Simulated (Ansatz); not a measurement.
This script makes a rigid torsion scan of CH7BSn, SMILES B[CH2][SnH3] with the Python package of Ansatz (0.2.0).

Script `torsion.py`:
```python
"""Rigid torsion scan of CH7BSn."""

import ansatz as az
from ase import Atoms

atoms = Atoms(["B", "C", "Sn", "H", "H", "H", "H", "H", "H", "H"], positions=[
    (-1.2887, 0.3111, -0.907),
    (0.1925, 0.6078, -0.6064),
    (0.7775, -0.643, 1.0059),
    (-1.6299, -0.7081, -1.2474),
    (-2.1137, 1.2329, -0.848),
    (0.3493, 1.6895, -0.3283),
    (0.8287, 0.3761, -1.5004),
    (0.6007, -2.3035, 0.573),
    (-0.1407, -0.2469, 2.4788),
    (2.5074, -0.367, 1.3828),
])

# start the scan from a relaxed geometry
first = az.Crystal.molecule_from_ase(atoms).calculation()
first = first.basis(gaussian="def2-SVP")
first = first.functional("R2SCAN0").relax(force_tolerance=0.02, max_steps=80)
atoms.positions = first.run(threads=1).report["positions_ang"]

start = atoms.get_dihedral(2, 1, 0, 3)
energies = {}
for turn in range(0, 360, 40):
    turned = atoms.copy()
    turned.set_dihedral(2, 1, 0, 3, start + turn, indices=[0, 3, 4])
    job = az.Crystal.molecule_from_ase(turned).calculation().basis(gaussian="def2-SVP").functional("R2SCAN0")
    energies[round((start + turn) % 360)] = job.run(threads=1).report["free_energy_ev"]
floor = min(energies.values())
print("dihedral Sn2-C1-B0-H3 (deg)   E - E(min) (eV)")
for angle, e in sorted(energies.items()):
    print(f"{angle:8d} {(e - floor):14.3f}  " + "#" * int(30 * (e - floor) / max(max(energies.values()) - floor, 1e-9)))
```

Where along the turn do the lowest and the highest point lie, and how far apart are they?

The lowest point is at 274° and the highest at 194°, 0.725 eV (70.0 kJ/mol) above it, with the rest of the molecule held.

The output:

Running `python torsion.py` prints:
```text
dihedral Sn2-C1-B0-H3 (deg)   E - E(min) (eV)
      34          0.536  ######################
      74          0.094  ###
     114          0.092  ###
     154          0.531  #####################
     194          0.725  ##############################
     234          0.272  ###########
     274          0.000
     314          0.269  ###########
     354          0.725  #############################
```

Caveats:
- The scan is rigid and the energies are electronic, in a modest basis. With rigid groups the curve can differ much from the relaxed path, the start wasn't checked as a minimum of this torsion, and equivalent turns needn't return to the same energy.
- def2 sets replace the cores of elements past krypton by effective core potentials.
- It ran for 110 s on 1 thread of Arm Neoverse V1, with other jobs on the host, peak memory 0.27 GiB.

(Lines on the test bed's own set-up are left out of the output.)
